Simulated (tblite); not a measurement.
# C18H30O9S3: the cost of one run

Programs: tblite 0.8.0 and PySCF 2.14.0, with routines of our own; each step states its level. All values are computed. Atoms count from 0.

## 1. The system as given

60 atoms, charge 0, multiplicity 1; geometry from: force field, distance geometry or constructed start.

## 2. Optimising the geometry with GFN2-xTB

What the job is given:

```
{"job": {"kind": "relax", "xc": "GFN2-xTB", "basis": "xTB"}, "charge": 0, "multiplicity": 1}
C     -6.026900     0.948000    -4.418200
C     -4.540600     0.665600    -4.418200
C     -4.236700    -0.739100    -3.871900
C     -2.783800    -1.158600    -4.018700
S     -1.614200    -0.285600    -2.986200
O     -1.579500     1.101200    -3.411700
O     -0.404500    -1.083000    -2.934600
O     -2.415600    -0.417000    -1.573800
C     -2.147700     0.464600    -0.566700
C     -3.187900     1.319300    -0.178200
C     -2.999100     2.205000     0.878700
C     -1.781600     2.229100     1.560900
C     -0.748300     1.377800     1.178100
O      0.402900     1.408900     1.921100
S      1.795400     1.902700     1.231100
O      1.577000     3.145300     0.532400
O      2.454600     0.766900     0.608700
C      2.652600     2.259000     2.754100
C      4.063100     2.780800     2.493100
C      4.874800     3.004000     3.771900
C      4.308200     4.107900     4.657000
C     -0.938100     0.475300     0.125300
O      0.063600    -0.382200    -0.226200
S      0.106100    -1.852900     0.492300
O     -1.033000    -2.627200     0.062200
O      0.399100    -1.664800     1.905100
C      1.573700    -2.455900    -0.332600
C      1.824600    -3.944200    -0.094600
C      2.277500    -4.267300     1.327000
C      2.655600    -5.734200     1.474600
H     -6.562500     0.240200    -5.056900
H     -6.448800     0.884600    -3.405500
H     -6.223600     1.958400    -4.798600
H     -4.044300     1.419700    -3.790400
H     -4.147300     0.765300    -5.434200
H     -4.565100    -0.801500    -2.831100
H     -4.851900    -1.459800    -4.434400
H     -2.439800    -1.054700    -5.049900
H     -2.688900    -2.223700    -3.737500
H     -4.143200     1.301300    -0.700500
H     -3.801400     2.871300     1.185000
H     -1.634500     2.911600     2.396400
H      2.686500     1.338500     3.336400
H      2.054700     3.006500     3.283100
H      4.599500     2.059600     1.866600
H      4.015500     3.712800     1.911100
H      4.934500     2.069900     4.340500
H      5.897900     3.272600     3.491900
H      3.331700     3.834400     5.058700
H      4.212700     5.043300     4.102900
H      4.978700     4.274000     5.506700
H      2.430500    -1.855100    -0.002200
H      1.421400    -2.292400    -1.402400
H      2.603800    -4.270400    -0.796900
H      0.927000    -4.525000    -0.335800
H      1.476700    -4.042200     2.043100
H      3.145900    -3.653000     1.596300
H      2.971600    -5.939300     2.497100
H      3.481600    -5.994600     0.806600
H      1.803600    -6.380700     1.234000
```

Launch:

```
> OMP_NUM_THREADS=4 python large_run.py task.json out
```

The driver reads the jobs from task.json and runs them one after another.

**Question.** How long does this first job take on 4 threads of Arm Neoverse V2, shared host, and how much memory does it need?

About 9.1 s, with a peak of 0.19 GiB.
